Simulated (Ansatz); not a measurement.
**H4SSiZn: up Jacob's ladder to CCSD(T)**

The task here is to estimate one member of a computed series from the others.

Method: functionals in def2-TZVPP, the program's frozen cores in correlated methods; program: Ansatz 0.2.0, Gaussian basis.

Plan: LDA (SPW92), PBE-D4, revPBE-D4, BLYP-D4, r2SCAN-D4, B97M-V, PBE0-D4, B3LYP-D4, r2SCANh-D4, r2SCAN0-D4, HSE06-D4, BHLYP-D4, CAM-B3LYP-D4, LC-ωPBE, ωB97X-V, ωB97M-V, B2PLYP, PBE-QIDH; CCSD(T)/def2-SVP; CCSD(T)/def2-TZVPP; MP2/def2-QZVPP; extrapolation to the limit; RPA on PBE.

## The geometry

The geometry comes from an earlier relaxation with PBE0-D4 in a triple-zeta def2 set; it is a stationary point, not always the lowest conformer.

7 atoms, charge 0, spin multiplicity 1.

Atoms are counted from 1 here; the program's logs count them from 0.

Bond lengths: S1–Si2 2.139 Å, S1–H4 1.344 Å, Si2–H5 1.484 Å, Si2–H6 1.482 Å, Si2–H7 1.485 Å. Angles: Si2–S1–H4 94.7°, S1–Si2–H5 111.4°, S1–Si2–H6 104.8°, S1–Si2–H7 111.4°, H5–Si2–H6 110.2°, H5–Si2–H7 109.1°, H6–Si2–H7 110.0°.

The first run:

in.yaml reads:

```yaml
crystal:
  periodic: [false, false, false]
  atoms:
    - {symbol: S, position_ang: [-1.560657, -0.287915, -0.054287]}
    - {symbol: Si, position_ang: [0.265460, 0.825596, -0.038772]}
    - {symbol: Zn, position_ang: [0.667749, -3.020688, 1.321828]}
    - {symbol: H, position_ang: [-1.335794, -0.852868, -1.252796]}
    - {symbol: H, position_ang: [0.316499, 1.796246, -1.160786]}
    - {symbol: H, position_ang: [0.261222, 1.543101, 1.257991]}
    - {symbol: H, position_ang: [1.446721, -0.071472, -0.118877]}
basis:
  gaussian: {orbitals: def2-TZVPP}
hamiltonian: {xc: lda}
output: {orbitals: {seedname: orbitals}}
```

On the command line:

```sh
ansatz run in.yaml --threads 2 --pin off --events-out ev --progress --plain --max-ram 4352MiB
```

Steps of the session up to this table: LDA; PBE-D4 (GGA); revPBE-D4 (GGA); BLYP-D4 (GGA); r2SCAN-D4 (meta-GGA); B97M-V (meta-GGA); PBE0-D4 (hybrid); B3LYP-D4 (hybrid); r2SCANh-D4 (hybrid); r2SCAN0-D4 (hybrid); HSE06-D4 (hybrid); BHLYP-D4 (hybrid); CAM-B3LYP-D4 (range-separated); LC-ωPBE (range-separated); ωB97X-V (range-separated); ωB97M-V (range-separated); B2PLYP (double hybrid); PBE-QIDH (double hybrid).

One of the session's tables, all rows but one given; the rest of the session is left out.

It belongs to the step «Frontier levels by functional». 

```
  functional  HOMO (eV)  gap (eV)
 LDA (SPW92)      -5.78      4.43
      PBE-D4      -5.55      4.41
   revPBE-D4      -5.46      4.40
     BLYP-D4      -5.49      4.43
   r2SCAN-D4      -5.77      4.91
      B97M-V      -5.52      4.38
     PBE0-D4      -6.28      5.78
    B3LYP-D4          ?         ?
  r2SCANh-D4      -6.05      5.40
  r2SCAN0-D4      -6.47      6.11
    HSE06-D4      -5.88      5.02
    BHLYP-D4      -6.97      7.06
CAM-B3LYP-D4      -7.56      7.84
     LC-ωPBE      -8.64      9.85
     ωB97X-V      -8.35      9.47
     ωB97M-V      -8.35      9.26
```

Q: Estimate the row for B3LYP-D4 from the others.

Worked estimate for «HOMO (eV)». Against the share of exact exchange, BLYP-D4 (0, -5.49), BHLYP-D4 (0.5, -6.97) give a slope of -2.96 per unit share; at 0.2 the line stands at -6.08.

**Answer.** HOMO (eV): -6.24; gap (eV): 5.53. In «HOMO (eV)» the line misses by +0.16.
